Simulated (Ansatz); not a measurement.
# CH2BCl: the cost of one run

Program: Ansatz 0.2.0, Gaussian basis. Level of theory: PBE0-D4/def2-TZVP structures, single points in def2-TZVPP, no counterpoise correction. These are calculated values, not measurements.

Levels: SPW92, PBE-D4, BLYP-D4, r2SCAN-D4, B97M-V, PBE0-D4, B3LYP-D4, r2SCAN0-D4, BHLYP-D4, CAM-B3LYP-D4, wB97X-V, wB97M-V, B2PLYP, PBE-QIDH, RPA on PBE, Hartree-Fock, MP2, CCSD, CCSD(T).

Cores are frozen in the correlated methods. B3LYP uses VWN-RPA correlation. B2PLYP carries no dispersion term here.

41 further runs of the same task are left out: 1 that didn't finish, 40 set aside as unsound or not needed.

### Step 1. The starting structure

The complex: 7 atoms, charge 0, spin multiplicity 1.

Atoms are counted from 1 here; the program's logs count them from 0.

Bond lengths: B1–C3 1.383 Å, B1–Cl5 1.670 Å, Cl2–H4 1.312 Å, C3–H6 1.085 Å, C3–H7 1.085 Å. Angles: C3–B1–Cl5 177.8°, B1–C3–H6 121.9°, B1–C3–H7 121.9°, H6–C3–H7 115.8°.

Coordinates:

```xyz
7
CH3BCl2
B    -0.7108    0.8052    0.4981
Cl    0.0715   -1.7147   -2.0332
C     0.5472    0.2633    0.6884
H     0.1766   -0.9183   -0.9953
Cl   -2.2375    1.4210    0.2165
H     0.7143   -0.5802    1.3504
H     1.4386    0.7237    0.2750
```

Its parts: CH₂BCl holds atoms 1, 3, 5, 6, 7; HCl holds atoms 2, 4. Each part counts its atoms afresh in its own runs.

### Step 2. Relaxing CH₂BCl alone

relax-a/in.yaml reads:

```yaml
crystal:
  periodic: [false, false, false]
  atoms:
    - {symbol: B, position_ang: [-0.710810, 0.805234, 0.498143]}
    - {symbol: C, position_ang: [0.547240, 0.263321, 0.688438]}
    - {symbol: Cl, position_ang: [-2.237480, 1.421013, 0.216536]}
    - {symbol: H, position_ang: [0.714259, -0.580157, 1.350406]}
    - {symbol: H, position_ang: [1.438634, 0.723746, 0.274951]}
basis:
  gaussian: {orbitals: def2-TZVP}
hamiltonian: {xc: pbe0, dispersion: d4}
relax: {f_tol: 0.005, max_steps: 200}
```

Launch:

```
$ ansatz run in.yaml --threads 2 --pin off --events-out ev --progress --plain --max-ram 4352MiB
```

**Question.** How long does this run take on 2 threads of Intel Xeon Platinum 8375C at 2.90GHz, shared host?

About 13 s.
